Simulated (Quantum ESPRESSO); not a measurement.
Wanted: the native input for a Quantum ESPRESSO 7.5 run.

| Quantity | Value |
| --- | --- |
| Task | single point |
| Functional | LDA |
| Potentials or basis | PseudoDojo 0.4.1 SR LDA stringent |
| Cutoff | 1143 eV |
| Density cutoff | 4572 eV |
| k mesh | 1 × 1 × 1 |
| Occupations | fixed |
| Spin | no spin polarisation |
| Boundary across the vacuum | mt |
| Form of the LDA correlation | PW92 |
| Mixing beta | 0.5 |
| Most SCF iterations | 120 |
| SCF threshold | 1e-06 Ry |
| Mixing mode | local-TF |
| Assume isolated | mt |

The system is BNH6, in a box.

```
B N H
1.0
    12.00000    0.00000    0.00000
     0.00000   12.00000    0.00000
     0.00000    0.00000   12.00000
B N H
1 1 6
Direct
  0.49247 0.51723 0.44165
  0.52563 0.47507 0.56724
  0.50190 0.43563 0.38285
  0.39737 0.55047 0.44900
  0.55878 0.59021 0.41973
  0.52015 0.53858 0.62282
  0.60480 0.44539 0.56920
  0.47392 0.41329 0.59297
```

The input as run:

pw.in

```
&CONTROL
  calculation = 'scf'
  prefix = 'pwscf'
  outdir = './tmp'
  pseudo_dir = './pseudo'
  tprnfor = .true.
  disk_io = 'low'
  verbosity = 'high'
/
&SYSTEM
  ibrav = 0
  celldm(1) = 8
  nat = 8
  ntyp = 3
  ecutwfc = 84
  nbnd = 13
  occupations = 'fixed'
  assume_isolated = 'mt'
/
&ELECTRONS
  conv_thr = 1d-06
  electron_maxstep = 120
  mixing_beta = 0.5
  mixing_mode = 'local-TF'
/
ATOMIC_SPECIES
B     10.8100 B.upf
N     14.0070 N.upf
H      1.0080 H.upf
CELL_PARAMETERS alat
  2.8345891869387   0.0000000000000   0.0000000000000
  0.0000000000000   2.8345891869387   0.0000000000000
  0.0000000000000   0.0000000000000   2.8345891869387
ATOMIC_POSITIONS crystal
B      0.4924750000    0.5172291700    0.4416458300
N      0.5256250000    0.4750708300    0.5672375000
H      0.5019000000    0.4356291700    0.3828458300
H      0.3973666700    0.5504708300    0.4489958300
H      0.5587833300    0.5902125000    0.4197291700
H      0.5201500000    0.5385791700    0.6228208300
H      0.6048000000    0.4453875000    0.5692041700
H      0.4739166700    0.4132875000    0.5929708300
K_POINTS gamma
```

pp_density.in

```
&INPUTPP
  prefix = 'pwscf'
  outdir = './tmp'
  filplot = 'density.dat'
  plot_num = 0
/
&PLOT
  nfile = 1
  filepp(1) = 'density.dat'
  iflag = 3
  output_format = 6
  fileout = 'density.cube'
/
```

pp_potential.in

```
&INPUTPP
  prefix = 'pwscf'
  outdir = './tmp'
  filplot = 'potential.dat'
  plot_num = 11
/
&PLOT
  nfile = 1
  filepp(1) = 'potential.dat'
  iflag = 3
  output_format = 6
  fileout = 'potential.cube'
/
```

pp_elf.in

```
&INPUTPP
  prefix = 'pwscf'
  outdir = './tmp'
  filplot = 'elf.dat'
  plot_num = 8
/
&PLOT
  nfile = 1
  filepp(1) = 'elf.dat'
  iflag = 3
  output_format = 6
  fileout = 'elf.cube'
/
```

Potentials or basis: PseudoDojo 0.4.1 SR LDA stringent.

Launch:

```bash
$ OMP_NUM_THREADS=1 pw.x -in pw.in > pw.out
$ OMP_NUM_THREADS=1 pp.x -in pp_density.in > pp_density.out
$ OMP_NUM_THREADS=1 pp.x -in pp_potential.in > pp_potential.out
$ OMP_NUM_THREADS=1 pp.x -in pp_elf.in > pp_elf.out
```

It gave:

```yaml
Largest_force: 0.591 eV/Å
Gap_between_the_frontier_levels: 5.04 eV
Dipole_moment: 5.33 D
```

Caveat: this is a molecule in a periodic box, so the gap is that between its Kohn-Sham HOMO and LUMO and the box isn't a crystal.

Wall time 3.1 min on 1 thread of Intel(R) Xeon(R) CPU @ 2.60GHz (Ice Lake) (shared host), peak memory 0.86 GiB.
